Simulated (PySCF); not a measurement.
# TlP+: from the state search to spectroscopic constants

One table from this session's results is given with a row withheld; the runs are named, their logs left out.

Method: Tl def2-SVP with ECP60, P def2-SVP, scalar-relativistic core potentials; program: PySCF 2.14.0.

The first run:

A driver script around PySCF takes these settings:

| Item | Value |
| --- | --- |
| atoms | Tl, P |
| charge | 1 |
| basis | Tl def2-SVP with ECP60, P def2-SVP |
| Hamiltonian | scalar-relativistic core potentials |
| basis functions | 44 |
| electrons treated | 35 |
| masses in u | 204.9744, 30.9738 |
| levels | PBE0, PBE, r²SCAN, BHandHLYP, M06-L, B3LYP, HF, MP2, SCS-MP2, CCSD, CCSD(T) |
| grid | 80 radial by 434 angular points |
| occupations | held fixed by the projection of orbital angular momentum |
| dissociation limit | Tl+ + P, each in its ground configuration |
| starting distance in angstrom | 2.595 |
| values of 2S to try | 1, 3 |

Steps of the session up to this table: Input; The PBE0 curve of the state that the search chose; Other states along the same grid; PBE (GGA); r²SCAN; BHandHLYP (global hybrid GGA); M06-L (meta-GGA); B3LYP (global hybrid GGA); UHF (mean field); Correlated methods on the Hartree–Fock reference.

One table of the session follows, with a row left open; its other results are not shown here.

| level | Re (Å) | ωe (cm⁻¹) | De (eV) |
| --- | --- | --- | --- |
| UHF | 3.676 | 56.1 | 0.121 |
| UHF-MP2 | 3.358 | 78.8 | 0.212 |
| UHF-SCS-MP2 | 3.434 | 72.4 | 0.184 |
| UHF-CCSD | 3.391 | 75.8 | 0.200 |
| UHF-CCSD(T) | 3.353 | 78.9 | 0.215 |
| PBE | 3.124 | 104.6 | 0.424 |
| r²SCAN | 3.142 | 101.3 | 0.357 |
| M06-L | 3.231 | 97.9 | 0.303 |
| B3LYP | 3.199 | 96.9 | 0.344 |
| PBE0 | ? | ? | ? |
| BHandHLYP | 3.243 | 91.2 | 0.276 |

Q: Estimate the row for PBE0 from the others.

**Answer.** Re (Å): 3.157; ωe (cm⁻¹): 99.8; De (eV): 0.340. In the column «Re (Å)» it lies between r²SCAN (3.142) and B3LYP (3.199).

De is counted to Tl+ + P in their ground configurations.

To keep in mind: The bond is weak, and basis-set superposition, which was not computed, may be a sizeable part of it.
